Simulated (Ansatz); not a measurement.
# Co: the cost of one run

Program: Ansatz 0.2.0. Level of theory: DFT PBEsol, scalar-relativistic, plane waves, PAW. These are calculated values, not measurements.

3 further runs of the same task are left out: 1 that didn't finish, 2 set aside as unsound or not needed.

## Step 1: Starting point

Symmetry: P6_3/mmc, No. 194, hexagonal system. The conventional cell has a = 2.456 Å, b = 2.456 Å, c = 3.969 Å, α = 90.00°, β = 90.00°, γ = 120.00°. Co (site symmetry -6m2) has 12 Co at 2.44 to 2.46 Å in its first shell of neighbours.

As a file:

```
CELL_PARAMETERS angstrom
2.45642 0.00000 0.00000
-1.22821 2.12732 0.00000
0.00000 0.00000 3.96941
ATOMIC_POSITIONS crystal
Co 0.33333 0.66667 0.25000
Co 0.66667 0.33333 0.75000
```

It is the result of an earlier relaxation at this level (volume 10.37 Å³/atom; gap on the mesh: none (metal), site moments up to 1.6 μB).

## Step 2: Bulk reference on the slab's mesh

The input, input.yaml:

```yaml
crystal:
  lattice:
    - [2.4564222723, 0.0, 0.0]
    - [-1.2282111361, 4.5035266153, 0.0]
    - [1.2282111361, 1.0048808792, 1.8750259207]
  atoms:
    - { symbol: Co, position: [0.0833333333, 0.75, 0.5833333333], spin: 1.8 }
    - { symbol: Co, position: [0.9166666667, 0.25, 0.4166666667], spin: 1.8 }
basis:
  ecutwfc: 420
kpoints:
  mp_grid: { grid: [14, 8, 18] }
hamiltonian:
  xc: pbesol
scf:
  occupations: { method: gaussian, width: 0.1 }
output:
  forces: true
  stress: true
  eigenvalues: true
  populations: true
magnetization:
  spin_polarized: true
```

Started as:

```bash
$ ansatz run input.yaml --threads 4 --pin off --max-ram 10240MiB --backend cpu --events-out ev --progress --plain --runs-dir out
```

What time and memory should one allow on 4 threads of Arm Neoverse V2, shared host?

About 20 s, with a peak of 0.99 GiB.
